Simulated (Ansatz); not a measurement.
Working through the spin response to a magnetic field of HfRh₃, space group Pm-3m

Computed with Ansatz's Python interface.

The script reads `hfrh3.cif`:
```cif
data_HfRh3
_cell_length_a 3.911000
_cell_length_b 3.911000
_cell_length_c 3.911000
_cell_angle_alpha 90.00000
_cell_angle_beta 90.00000
_cell_angle_gamma 90.00000
_symmetry_space_group_name_H-M 'P 1'
_symmetry_Int_Tables_number 1
loop_
_symmetry_equiv_pos_as_xyz
'x, y, z'
loop_
_atom_site_label
_atom_site_type_symbol
_atom_site_fract_x
_atom_site_fract_y
_atom_site_fract_z
Hf1 Hf    0.000000    0.000000    0.000000
Rh2 Rh    0.000000    0.500000    0.500000
Rh3 Rh    0.500000    0.000000    0.500000
Rh4 Rh    0.500000    0.500000    0.000000
```

Notebook, run cell by cell (the value of a cell's last expression is shown):

```python
import ansatz as az
from ase.io import read
import numpy as np
import pandas as pd
```

```python
atoms = read('hfrh3.cif')
cell = az.Crystal.from_ase(atoms)
```

```python
[site.symbol for site in cell.resolved().sites]
```

    ['Hf', 'Rh', 'Rh', 'Rh']

```python
model = (
    cell.calculation()
    .functional('PBEsol')
    .basis(420, xc_grid=3)
    .kpoints(7, 7, 7)
    .occupations('fermi_dirac')
    .eigensolver('davidson', mixed_precision=False)
    .scf(max_iterations=200, extra_bands=8, lower_state_search='standard', self_checks='low')
    .spin('collinear')
)
rows = []
for tesla in [-200, 0, 200]:
    rep = (model.magnetic_field(tesla) if tesla else model).run(threads=1, backend='cpu').report
    rows.append((tesla, rep['magnetization_mub'], rep['free_energy_ev'], rep['components'].get('e_zeeman', 0.0)))
print(pd.DataFrame(rows, columns=['B (T)', 'moment muB', 'F eV', 'Zeeman term eV']).round(4).to_string(index=False))
slope = np.polyfit([row[0] for row in rows], [row[1] for row in rows], 1)[0]
print(f'dM/dB = {1000 * slope:.4f} muB per 1000 T per cell')
```

    RunWarning: this spin-polarised run has no starting moment large enough to seed its density, and nothing but the magnetic field makes the two spin channels differ, so an SCF from that start goes from no magnetisation to what the field induces, and starts no order whose moments cancel. Behind a single point's SCF or a chain's scf step, and behind the single point that a walk or a batch makes [...]
     B (T)  moment muB        F eV  Zeeman term eV
      -200     -0.0609 -34617.2391         -0.0007
         0      0.0000 -34617.2388          0.0000
       200      0.0609 -34617.2391         -0.0007
    dM/dB = 0.3047 muB per 1000 T per cell

Reading the output:
- These settings explore the input space; cutoff and mesh may be short of convergence.
- For a metal this k-point mesh is coarse: on a finer one energies can move by several to tens of meV an atom and pressures by half a GPa or more, differences at one mesh by less.
- Spin-orbit coupling, which matters for elements this heavy, is left out.
- The structure is a deposited one; some such entries were measured under pressure or heat, so a shift against it needn't be the functional's error alone.
- Warnings are shown shortened and without file and line.
- Orbital magnetism is left out. The response of a metal hangs strongly on mesh and smearing, and a straight-line fit holds only where the moment is linear in the field.
- Finished in 3 min on 1 thread of Arm Neoverse N1, on a shared host, peak memory 0.58 GiB.

(Lines on the test bed's own set-up are left out of the output.)
